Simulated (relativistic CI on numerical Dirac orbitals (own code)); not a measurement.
**Ga: one ion under different settings**

How much do the settings matter for Ga? One ion, several inputs.

Method: Dirac-Coulomb-Breit CI, KLI orbitals optimised for each configuration, model QED (radiative potential, 1s self-energy scaled to tabulated hydrogen-like ionisation energies), numerical settings as typed. Code: relativistic CI on numerical Dirac orbitals (own code) version 3.

## 1. The system

* ion: Ga (Ga I)
* nuclear charge: 31
* electrons: 31
* isotope: A = 69

## 2. The usual input

Settings of the run:

```ini
atom Ga  Z=31  charge=0  electrons=31
nucleus A=69  rms_radius_fm=3.9973
hamiltonian dirac-coulomb  breit=on  qed=on  c_scale=1
orbitals kli  potential=per-configuration
slater_scale 1
correlation none
mixing on
grid step=0.0125 r_max=201.2
scf mixing=0.4 start=green max_iterations=150 tolerance=2e-08 node_fill=0.05
configurations
  [Ar] 3d10 4s2 4p
  [Ar] 3d10 4s2 4d
  [Ar] 3d10 4s2 5s
  [Ar] 3d10 4s 4p2
  [Ar] 3d10 4s2 5p
end
```

On the command line:

```
python run_levels.py task.json out
```

task.json lists these runs, among others, and the program works through them in turn.

Main fields of the result record, rounded:

```text
{
  "status": "converged",
  "levels [i, E_cm, J2, conf, term, w_term, w_jj]": [
    [0, 0, 1, "4s2 4p", "2P*", 0.9998, 0.9998],
    [1, 776.33058, 3, "4s2 4p", "2P*", 0.9998, 0.9998],
    [2, 22323.043, 1, "4s2 5s", "2S", 0.9985, 0.9985],
    [3, 27105.593, 1, "4s 4p2", "4P", 0.9996, 0.4602],
    [4, 27459.935, 3, "4s 4p2", "4P", 0.9998, 0.8938],
    [5, 28039.72, 5, "4s 4p2", "4P", 0.9987, 0.6433],
    [6, 29816.53, 1, "4s2 5p", "2P*", 0.9998, 0.9998],
    [7, 29918.729, 3, "4s2 5p", "2P*", 0.9998, 0.9998],
    [8, 31048.084, 3, "4s2 4d", "2D", 0.9563, 0.9563],
    [9, 31050.677, 5, "4s2 4d", "2D", 0.9563, 0.9563],
    [10, 49486.03, 3, "4s 4p2", "2D", 0.956, 0.6501],
    [11, 49803.29, 5, "4s 4p2", "2D", 0.9567, 0.6215],
    [12, 59795.652, 1, "4s 4p2", "2S", 0.996, 0.6531],
    [13, 69141.085, 1, "4s 4p2", "2P", 0.9978, 0.6662],
    "... 1 more rows left out ..."
  ],
  "total_energy [Ha]": -1941.1251088,
  "n_levels_all": 15,
  "overlap": 2.71639e-12,
  "scf_iterations": [12, 12, 12, 11, 12],
  "orbital_energies [Ha]": {"1s": -375.519, "2s": -46.407, "2p1/2": -41.0759, "2p3/2": -40.062, "3s": -5.62395, "3p1/2": -3.89539, "3p3/2": -3.76386, "3d3/2": -0.867775, "3d5/2": -0.850936, "4s": -0.425971, "4p1/2": -0.204242, "4p3/2": -0.200472},
  "configurations [conf, odd, states, E_av_Ha, breit_Ha, qed_Ha]": [
    ["4s2 4p", 1, 6, -1942.54644, 0.8512, 0.5725],
    ["4s2 4d", 0, 10, -1942.403666, 0.8512, 0.5725],
    ["4s2 5s", 0, 2, -1942.446882, 0.8512, 0.5726],
    ["4s 4p2", 0, 30, -1942.342329, 0.8511, 0.5722],
    ["4s2 5p", 1, 6, -1942.412672, 0.8512, 0.5725]
  ],
  "scf_steps of the first configuration [iteration, E_Ha, residual, outer_eigenvalue_Ha]": [
    [1, -1938.658702, 1.36, -0.3277],
    [2, -1942.46318, 0.219, -0.2031],
    [3, -1942.528217, 0.0891, -0.1935],
    [4, -1942.547099, 0.0298, -0.1981],
    [5, -1942.545268, 0.0141, -0.1981],
    [6, -1942.546632, 0.00384, -0.2008],
    [7, -1942.546471, 0.000478, -0.2004],
    [8, -1942.546415, 0.000363, -0.2004],
    [9, -1942.546441, 1.26e-05, -0.2005],
    [10, -1942.54644, 4.67e-06, -0.2005],
    [11, -1942.54644, 2.5e-08, -0.2005],
    [12, -1942.54644, 8.77e-09, -0.2005]
  ]
}
```

Run time: 0.24 s. Hardware: 1 thread, shared host.

## 3. Tolerance 1e-05, iteration limit 20

Changes to the settings of step 2:

```diff
@@ -8,3 +8,3 @@
 grid step=0.0125 r_max=201.2
-scf mixing=0.4 start=green max_iterations=150 tolerance=2e-08 node_fill=0.05
+scf mixing=0.4 start=green max_iterations=20 tolerance=1e-05 node_fill=0.05
 configurations
```

Results of the run:

```text
{
  "status": "converged",
  "levels [i, E_cm, J2, conf, term, w_term]": [
    [0, 0, 1, "4s2 4p", "2P*", 0.9998],
    [1, 776.33486, 3, "4s2 4p", "2P*", 0.9998],
    [2, 22322.907, 1, "4s2 5s", "2S", 0.9985],
    [3, 27105.514, 1, "4s 4p2", "4P", 0.9996],
    [4, 27459.855, 3, "4s 4p2", "4P", 0.9998],
    [5, 28039.639, 5, "4s 4p2", "4P", 0.9987],
    [6, 29816.498, 1, "4s2 5p", "2P*", 0.9998],
    [7, 29918.695, 3, "4s2 5p", "2P*", 0.9998],
    "... 7 more rows left out ..."
  ],
  "total_energy [Ha]": -1941.1251087,
  "n_levels_all": 15,
  "overlap": 2.71639e-12,
  "scf_iterations": [10, 8, 9, 9, 9],
  "orbital_energies [Ha]": {"1s": -375.519, "2s": -46.407, "2p1/2": -41.0759, "2p3/2": -40.062, "3s": -5.62395, "3p1/2": -3.89538, "3p3/2": -3.76385, "3d3/2": -0.867771, "3d5/2": -0.850932, "4s": -0.425969, "4p1/2": -0.204242, "4p3/2": -0.200471},
  "configurations [conf, odd, states, E_av_Ha, breit_Ha, qed_Ha]": [
    ["4s2 4p", 1, 6, -1942.54644, 0.8512, 0.5725],
    ["4s2 4d", 0, 10, -1942.403665, 0.8512, 0.5725],
    ["4s2 5s", 0, 2, -1942.446882, 0.8512, 0.5726],
    ["4s 4p2", 0, 30, -1942.342329, 0.8511, 0.5722],
    ["4s2 5p", 1, 6, -1942.412672, 0.8512, 0.5725]
  ],
  "scf_steps of the first configuration [iteration, E_Ha, residual, outer_eigenvalue_Ha]": [
    [1, -1938.658702, 1.36, -0.3277],
    [2, -1942.46318, 0.219, -0.2031],
    [3, -1942.528217, 0.0891, -0.1935],
    [4, -1942.547099, 0.0298, -0.1981],
    [5, -1942.545268, 0.0141, -0.1981],
    [6, -1942.546632, 0.00384, -0.2008],
    [7, -1942.546471, 0.000478, -0.2004],
    [8, -1942.546415, 0.000363, -0.2004],
    [9, -1942.546441, 1.26e-05, -0.2005],
    [10, -1942.54644, 4.67e-06, -0.2005]
  ]
}
```

Run time: 0.21 s. Hardware: 1 thread, shared host.

## 4. Potential mixing 0.1

Changes to the settings of step 3:

```diff
@@ -8,3 +8,3 @@
 grid step=0.0125 r_max=201.2
-scf mixing=0.4 start=green max_iterations=20 tolerance=1e-05 node_fill=0.05
+scf mixing=0.1 start=green max_iterations=150 tolerance=2e-08 node_fill=0.05
 configurations
```

Results of the run:

```text
{
  "status": "converged",
  "levels [i, E_cm, J2, conf, term, w_term]": [
    [0, 0, 1, "4s2 4p", "2P*", 0.9998],
    [1, 776.33058, 3, "4s2 4p", "2P*", 0.9998],
    [2, 22323.043, 1, "4s2 5s", "2S", 0.9985],
    [3, 27105.593, 1, "4s 4p2", "4P", 0.9996],
    [4, 27459.936, 3, "4s 4p2", "4P", 0.9998],
    [5, 28039.721, 5, "4s 4p2", "4P", 0.9987],
    [6, 29816.53, 1, "4s2 5p", "2P*", 0.9998],
    [7, 29918.729, 3, "4s2 5p", "2P*", 0.9998],
    "... 7 more rows left out ..."
  ],
  "total_energy [Ha]": -1941.1251088,
  "n_levels_all": 15,
  "overlap": 2.7174e-12,
  "scf_iterations": [15, 14, 14, 13, 18],
  "orbital_energies [Ha]": {"1s": -375.519, "2s": -46.407, "2p1/2": -41.0759, "2p3/2": -40.062, "3s": -5.62395, "3p1/2": -3.89539, "3p3/2": -3.76386, "3d3/2": -0.867775, "3d5/2": -0.850936, "4s": -0.425971, "4p1/2": -0.204242, "4p3/2": -0.200472},
  "configurations [conf, odd, states, E_av_Ha, breit_Ha, qed_Ha]": [
    ["4s2 4p", 1, 6, -1942.54644, 0.8512, 0.5725],
    ["4s2 4d", 0, 10, -1942.403666, 0.8512, 0.5725],
    ["4s2 5s", 0, 2, -1942.446882, 0.8512, 0.5726],
    ["4s 4p2", 0, 30, -1942.342329, 0.8511, 0.5722],
    ["4s2 5p", 1, 6, -1942.412672, 0.8512, 0.5725]
  ],
  "scf_steps of the first configuration [iteration, E_Ha, residual, outer_eigenvalue_Ha]": [
    [1, -1938.658702, 1.36, -0.3277],
    [2, -1940.055135, 1.11, -0.2867],
    [3, -1942.311801, 0.288, -0.1847],
    [4, -1942.482103, 0.119, -0.192],
    [5, -1942.547205, 0.0179, -0.1958],
    [6, -1942.543294, 0.0316, -0.1946],
    [7, -1942.546351, 0.00102, -0.2011],
    [8, -1942.546611, 0.00327, -0.2006],
    [9, -1942.546393, 0.000699, -0.2004],
    [10, -1942.546423, 0.000258, -0.2004],
    [11, -1942.546439, 6.44e-06, -0.2005],
    [12, -1942.54644, 9.57e-07, -0.2005],
    [13, -1942.54644, 2.95e-08, -0.2005],
    [14, -1942.54644, 3.03e-08, -0.2005],
    [15, -1942.54644, 8.19e-10, -0.2005]
  ]
}
```

Wall time 0.22 s (1 thread, shared host).

## 5. Iteration limit 30, Breit term off, potential mixing 0.7

Settings of the run:

```ini
atom Ga  Z=31  charge=0  electrons=31
nucleus A=69  rms_radius_fm=3.9973
hamiltonian dirac-coulomb  breit=off  qed=on  c_scale=1
orbitals kli  potential=per-configuration
slater_scale 1
correlation none
mixing on
grid step=0.0125 r_max=201.2
scf mixing=0.7 start=green max_iterations=30 tolerance=2e-08 node_fill=0.05
configurations
  [Ar] 3d10 4s2 4p
  [Ar] 3d10 4s2 4d
  [Ar] 3d10 4s2 5s
  [Ar] 3d10 4s 4p2
  [Ar] 3d10 4s2 5p
end
```

Results of the run:

```text
{
  "status": "converged",
  "levels [i, E_cm, J2, conf, term, w_term]": [
    [0, 0, 1, "4s2 4p", "2P*", 0.9998],
    [1, 796.47789, 3, "4s2 4p", "2P*", 0.9998],
    [2, 22349.612, 1, "4s2 5s", "2S", 0.9985],
    [3, 27125.247, 1, "4s 4p2", "4P", 0.9996],
    [4, 27487.791, 3, "4s 4p2", "4P", 0.9998],
    [5, 28080.986, 5, "4s 4p2", "4P", 0.9986],
    [6, 29844.718, 1, "4s2 5p", "2P*", 0.9998],
    [7, 29948.834, 3, "4s2 5p", "2P*", 0.9998],
    "... 7 more rows left out ..."
  ],
  "total_energy [Ha]": -1941.9764085,
  "n_levels_all": 15,
  "overlap": 2.71567e-12,
  "scf_iterations": [12, 12, 11, 11, 12],
  "orbital_energies [Ha]": {"1s": -375.519, "2s": -46.407, "2p1/2": -41.0759, "2p3/2": -40.062, "3s": -5.62395, "3p1/2": -3.89539, "3p3/2": -3.76386, "3d3/2": -0.867775, "3d5/2": -0.850936, "4s": -0.425971, "4p1/2": -0.204242, "4p3/2": -0.200472},
  "configurations [conf, odd, states, E_av_Ha, breit_Ha, qed_Ha]": [
    ["4s2 4p", 1, 6, -1942.54644, 0, 0.5725],
    ["4s2 4d", 0, 10, -1942.403666, 0, 0.5725],
    ["4s2 5s", 0, 2, -1942.446882, 0, 0.5726],
    ["4s 4p2", 0, 30, -1942.342329, 0, 0.5722],
    ["4s2 5p", 1, 6, -1942.412672, 0, 0.5725]
  ],
  "scf_steps of the first configuration [iteration, E_Ha, residual, outer_eigenvalue_Ha]": [
    [1, -1938.658702, 1.36, -0.3277],
    [2, -1936.273364, 1.64, -0.1616],
    [3, -1942.367018, 0.389, -0.2581],
    [4, -1942.498148, 0.212, -0.2264],
    [5, -1942.547056, 0.0268, -0.2049],
    [6, -1942.545928, 0.00848, -0.1992],
    [7, -1942.546431, 8.96e-05, -0.2005],
    [8, -1942.546445, 8.72e-05, -0.2005],
    [9, -1942.546441, 1.81e-05, -0.2005],
    [10, -1942.54644, 1.56e-06, -0.2005],
    [11, -1942.54644, 2.58e-08, -0.2005],
    [12, -1942.54644, 9.81e-10, -0.2005]
  ]
}
```

Run time: 0.2 s. Hardware: 1 thread, shared host.

## 6. Grid step 0.03

Settings of the run:

```ini
atom Ga  Z=31  charge=0  electrons=31
nucleus A=69  rms_radius_fm=3.9973
hamiltonian dirac-coulomb  breit=on  qed=on  c_scale=1
orbitals kli  potential=per-configuration
slater_scale 1
correlation none
mixing on
grid step=0.03 r_max=201.2
scf mixing=0.4 start=green max_iterations=150 tolerance=2e-08 node_fill=0.05
configurations
  [Ar] 3d10 4s2 4p
  [Ar] 3d10 4s2 4d
  [Ar] 3d10 4s2 5s
  [Ar] 3d10 4s 4p2
  [Ar] 3d10 4s2 5p
end
```

Results of the run:

```text
{
  "status": "converged",
  "levels [i, E_cm, J2, conf, term, w_term]": [
    [0, 0, 1, "4s2 4p", "2P*", 0.9998],
    [1, 776.32958, 3, "4s2 4p", "2P*", 0.9998],
    [2, 22323.005, 1, "4s2 5s", "2S", 0.9985],
    [3, 27105.58, 1, "4s 4p2", "4P", 0.9996],
    [4, 27459.922, 3, "4s 4p2", "4P", 0.9998],
    [5, 28039.707, 5, "4s 4p2", "4P", 0.9987],
    [6, 29816.483, 1, "4s2 5p", "2P*", 0.9998],
    [7, 29918.682, 3, "4s2 5p", "2P*", 0.9998],
    "... 7 more rows left out ..."
  ],
  "total_energy [Ha]": -1941.1249353,
  "n_levels_all": 15,
  "overlap": 1.14637e-09,
  "scf_iterations": [11, 12, 12, 11, 12],
  "orbital_energies [Ha]": {"1s": -375.519, "2s": -46.407, "2p1/2": -41.0759, "2p3/2": -40.062, "3s": -5.62395, "3p1/2": -3.89539, "3p3/2": -3.76386, "3d3/2": -0.867774, "3d5/2": -0.850935, "4s": -0.42597, "4p1/2": -0.204242, "4p3/2": -0.200472},
  "configurations [conf, odd, states, E_av_Ha, breit_Ha, qed_Ha]": [
    ["4s2 4p", 1, 6, -1942.546269, 0.8512, 0.5725],
    ["4s2 4d", 0, 10, -1942.403495, 0.8512, 0.5725],
    ["4s2 5s", 0, 2, -1942.44671, 0.8512, 0.5726],
    ["4s 4p2", 0, 30, -1942.342158, 0.8511, 0.5722],
    ["4s2 5p", 1, 6, -1942.412501, 0.8512, 0.5725]
  ],
  "scf_steps of the first configuration [iteration, E_Ha, residual, outer_eigenvalue_Ha]": [
    [1, -1938.658536, 1.36, -0.3277],
    [2, -1942.463009, 0.219, -0.2031],
    [3, -1942.528046, 0.0891, -0.1935],
    [4, -1942.546927, 0.0298, -0.1981],
    [5, -1942.545097, 0.0141, -0.1981],
    [6, -1942.54646, 0.00384, -0.2008],
    [7, -1942.5463, 0.000478, -0.2004],
    [8, -1942.546244, 0.000364, -0.2004],
    [9, -1942.54627, 1.26e-05, -0.2005],
    [10, -1942.546268, 4.54e-06, -0.2005],
    [11, -1942.546269, 1.92e-08, -0.2005]
  ]
}
```

Run time: 0.1 s. Hardware: 1 thread, shared host.

## 7. Nuclear radius 399.73

Settings of the run:

```ini
atom Ga  Z=31  charge=0  electrons=31
nucleus A=69  rms_radius_fm=399.7300
hamiltonian dirac-coulomb  breit=on  qed=on  c_scale=1
orbitals kli  potential=per-configuration
slater_scale 1
correlation none
mixing on
grid step=0.0125 r_max=201.2
scf mixing=0.4 start=green max_iterations=67 tolerance=2e-08 node_fill=0.05
configurations
  [Ar] 3d10 4s2 4p
  [Ar] 3d10 4s2 4d
  [Ar] 3d10 4s2 5s
  [Ar] 3d10 4s 4p2
  [Ar] 3d10 4s2 5p
end
```

Results of the run:

```text
{
  "status": "converged",
  "levels [i, E_cm, J2, conf, term, w_term]": [
    [0, 0, 1, "4s2 4p", "2P*", 0.9998],
    [1, 777.63038, 3, "4s2 4p", "2P*", 0.9998],
    [2, 22546.859, 1, "4s 4p2", "4P", 0.9996],
    [3, 22890.76, 3, "4s 4p2", "4P", 0.9999],
    [4, 23453.951, 5, "4s 4p2", "4P", 0.9995],
    [5, 23975.698, 1, "4s2 5s", "2S", 0.9989],
    [6, 31026.065, 1, "4s2 5p", "2P*", 0.9998],
    [7, 31126.139, 3, "4s2 5p", "2P*", 0.9998],
    "... 7 more rows left out ..."
  ],
  "total_energy [Ha]": -1887.0398122,
  "n_levels_all": 15,
  "overlap": 2.88484e-12,
  "scf_iterations": [12, 12, 11, 11, 13],
  "orbital_energies [Ha]": {"1s": -352.38, "2s": -44.1584, "2p1/2": -41.2587, "2p3/2": -40.2639, "3s": -5.30349, "3p1/2": -3.93319, "3p3/2": -3.80442, "3d3/2": -0.896382, "3d5/2": -0.879301, "4s": -0.411769, "4p1/2": -0.210752, "4p3/2": -0.206945},
  "configurations [conf, odd, states, E_av_Ha, breit_Ha, qed_Ha]": [
    ["4s2 4p", 1, 6, -1888.149903, 0.7708, 0.3417],
    ["4s2 4d", 0, 10, -1888.001298, 0.7707, 0.3417],
    ["4s2 5s", 0, 2, -1888.042881, 0.7707, 0.3417],
    ["4s 4p2", 0, 30, -1887.965183, 0.7708, 0.3415],
    ["4s2 5p", 1, 6, -1888.01061, 0.7707, 0.3417]
  ],
  "scf_steps of the first configuration [iteration, E_Ha, residual, outer_eigenvalue_Ha]": [
    [1, -1884.549572, 1.33, -0.3277],
    [2, -1888.079469, 0.19, -0.2069],
    [3, -1888.135219, 0.0733, -0.1983],
    [4, -1888.150451, 0.0279, -0.2042],
    [5, -1888.148693, 0.0146, -0.2046],
    [6, -1888.150094, 0.00397, -0.2073],
    [7, -1888.149922, 0.000327, -0.2069],
    [8, -1888.149881, 0.000329, -0.2069],
    [9, -1888.149904, 1.5e-05, -0.2069],
    [10, -1888.149902, 3.54e-06, -0.2069],
    [11, -1888.149903, 5.39e-08, -0.2069],
    [12, -1888.149903, 7.23e-09, -0.2069]
  ]
}
```

Wall time 0.21 s (1 thread, shared host).

This setting is unsound; the numbers are not properties of the ion.

## 8. The runs side by side

| setting | total energy less usual (Ha) | largest shift of a level among the lowest eight of both runs, same label and place (cm⁻¹) | SCF iterations | time | lowest level | kind of change |
| --- | --- | --- | --- | --- | --- | --- |
| usual | 0 | 0 | 59 | 0.24 s | 4p 2P°1/2 | - |
| tolerance 1e-05, iteration limit 20 | 1.52e-07 | 0.136 | 45 | 0.21 s | 4p 2P°1/2 | numerical |
| potential mixing 0.1 | 0 | 0 | 74 | 0.22 s | 4p 2P°1/2 | numerical |
| iteration limit 30, Breit term off, potential mixing 0.7 | -0.851 | 41.3 | 58 | 0.2 s | 4p 2P°1/2 | model term |
| grid step 0.03 | 0.000174 | 0.0474 | 58 | 0.1 s | 4p 2P°1/2 | numerical |
| nuclear radius 399.73 | 54.1 | 4590 | 59 | 0.21 s | 4p 2P°1/2 | unsound |

## 9. Outcome

| quantity | value |
| --- | --- |
| lowest level, usual settings | 4p 2P°1/2 |
| total energy | -1941.1251 Ha |
| first excitation | 776.3 cm⁻¹ |

In words: Among the runs whose levels can be followed, they move most under «nuclear radius 399.73» (unsound), by up to 4590 cm⁻¹. No visible change in the result comes from «tolerance 1e-05, iteration limit 20» or «potential mixing 0.1». Only the listed configurations are in the model. Near neutrality, missing correlation can shift configurations against each other by thousands of cm⁻¹.
